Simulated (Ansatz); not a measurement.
LiTi in Ansatz: convergence with k mesh

The system is LiTi.

```
Li Ti
1.0
     2.77463    0.00000    0.00000
     0.00000    2.77463    0.00000
     0.00000    0.00000    3.57402
Li Ti
1 1
Direct
  0.49006 0.49397 0.00029
  0.51528 0.49278 0.51483
```

The cell was built by a generator and needn't be a form met in nature.

The cell isn't the ideal one: atoms moved at random, drawn with an rms of 0.05 Å.

* Program: Ansatz 0.2.0
* Task: convergence study
* Functional: PBE
* Potentials or basis: Ansatz PAW
* Cutoff: 420 eV (not typed: the program's choice for these potentials)
* k mesh: 3 × 3 × 2
* Occupations: methfessel-paxton, width 0.05 eV
* Spin: no spin polarisation

These are the settings of the first run; the series varies k mesh, with any setting tied to it.

Hardware: 2 threads of Arm Neoverse V1 (shared host).

| k mesh | energy less the tightest run, at zero smearing (meV/atom) | pressure (GPa) | largest force (eV/Å) | SCF cycles | CPU time (s) | peak memory (GiB) |
| --- | --- | --- | --- | --- | --- | --- |
| 3 × 3 × 2 | -106.15 | 21.67 | 1.276 | 9 | 0.79 | 0.26 |
| 4 × 4 × 3 | 15.69 | 20.42 | 1.066 | 7 | 1.2 | 0.26 |
| 5 × 5 × 4 | 35.47 | 21.79 | 1.073 | 8 | 2 | 0.29 |
| 6 × 6 × 4 | -4.17 | 22.21 | 0.982 | 9 | 3.1 | 0.3 |
| 7 × 7 × 6 | -9.05 | 20.78 | 1.110 | 7 | 5 | 0.34 |
| 9 × 9 × 7 | 1.93 | 21.16 | 1.127 | 7 | 9.1 | 0.39 |
| 11 × 11 × 8 | 1.89 | 21.29 | 1.086 | 7 | 15 | 0.47 |
| 13 × 13 × 10 | -1.60 | 21.19 | 1.129 | 7 | 26 | 0.61 |
| 16 × 16 × 12 | 0.00 | 21.03 | 1.097 | 7 | 47 | 0.88 |

Not settled before the last step: the energy (to 1 meV/atom), the pressure (to 0.1 GPa), the largest force (to 0.005 eV/Å). Meshes of other sizes hit other points, so gaps and Fermi surfaces needn't settle smoothly. The tightest run that finished is the yardstick and may itself not be fully converged.
